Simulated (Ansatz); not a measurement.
# CH4O2SSi, SMILES O=CS[SiH2]O: a ladder of methods at one geometry

Computed with Ansatz 0.2.0 through its Python package.

At the Python prompt:
```pycon
>>> from pathlib import Path
>>> import ansatz
>>> from ase import Atoms
>>> import numpy as np
>>> config = {
...     "basis": "def2-SVP",
... }
>>> atoms = Atoms(["O", "C", "S", "Si", "O", "H", "H", "H", "H"], positions=[
...     (-1.362, 0.3762, 1.1378),
...     (-0.5916, 1.3206, 1.0171),
...     (0.6243, 1.3414, -0.2231),
...     (0.9017, -0.7071, -0.7349),
...     (-0.6942, -1.302, -1.04),
...     (-0.6024, 2.2148, 1.6861),
...     (1.4556, -1.4552, 0.4054),
...     (1.705, -0.8407, -1.95),
...     (-1.3479, -0.9943, -0.3155),
... ])
>>> geometry = ansatz.Crystal.molecule_from_ase(atoms)
>>> base = geometry.calculation().basis(gaussian=config["basis"]).scf(lower_state_search="off")
>>> print("functional    E (Ha)        dipole (D)   HOMO (eV)  LUMO (eV)")
functional    E (Ha)        dipole (D)   HOMO (eV)  LUMO (eV)
>>> for name in ["hf", "r2scan0", "blyp", "lc_wpbe", "revpbe"]:
...     summary = base.functional(name).forces().orbitals().run(runs_dir="runs").report
...     lines = Path(summary["orbitals_path"]).read_text().splitlines()
...     field_of = lambda key: [line.split("=")[1].strip() for line in lines if line.startswith(key)]
...     orbitals = [(27.211386 * float(e), s, float(n)) for e, s, n in zip(field_of("Ene="), field_of("Spin="), field_of("Occup="))]
...     homo = max(e for e, _, n in orbitals if n > 0.5)
...     lumo = min(e for e, _, n in orbitals if n < 0.5)
...     dipole = 4.803205 * np.linalg.norm(summary["charge_distribution"]["dipole_moment_e_ang"])
...     print(f"{name:10s} {summary['free_energy_ev'] / 27.211386246:14.6f} {dipole:9.3f} {homo:11.3f} {lumo:10.3f}")
...
hf            -876.060550     2.993     -10.951      2.387
r2scan0       -878.139754     2.451      -8.278     -1.639
blyp          -878.280570     2.146      -6.314     -2.459
lc_wpbe       -878.001384     2.402     -10.700      0.694
revpbe        -878.139515     2.062      -6.467     -2.601
```

Caveats:
- The settings weren't tested for convergence.
- The geometry is a force-field or estimated start, not a minimum of this method, and the basis set is short of its limit. A lower total doesn't mark the better method: functionals have no common bound, and MP2 and coupled cluster aren't variational.
- Levels such as HOMO and LUMO are orbital energies: with these approximate functionals they aren't the ionisation energy and electron affinity, and their gap isn't the fundamental gap.
- Timing: 47 s on 1 thread of Intel(R) Xeon(R) Processor @ 2.50GHz (Skylake/Cascade Lake), on a shared host, peak memory 0.24 GiB.

(Lines on the test bed's own set-up are left out of the output.)
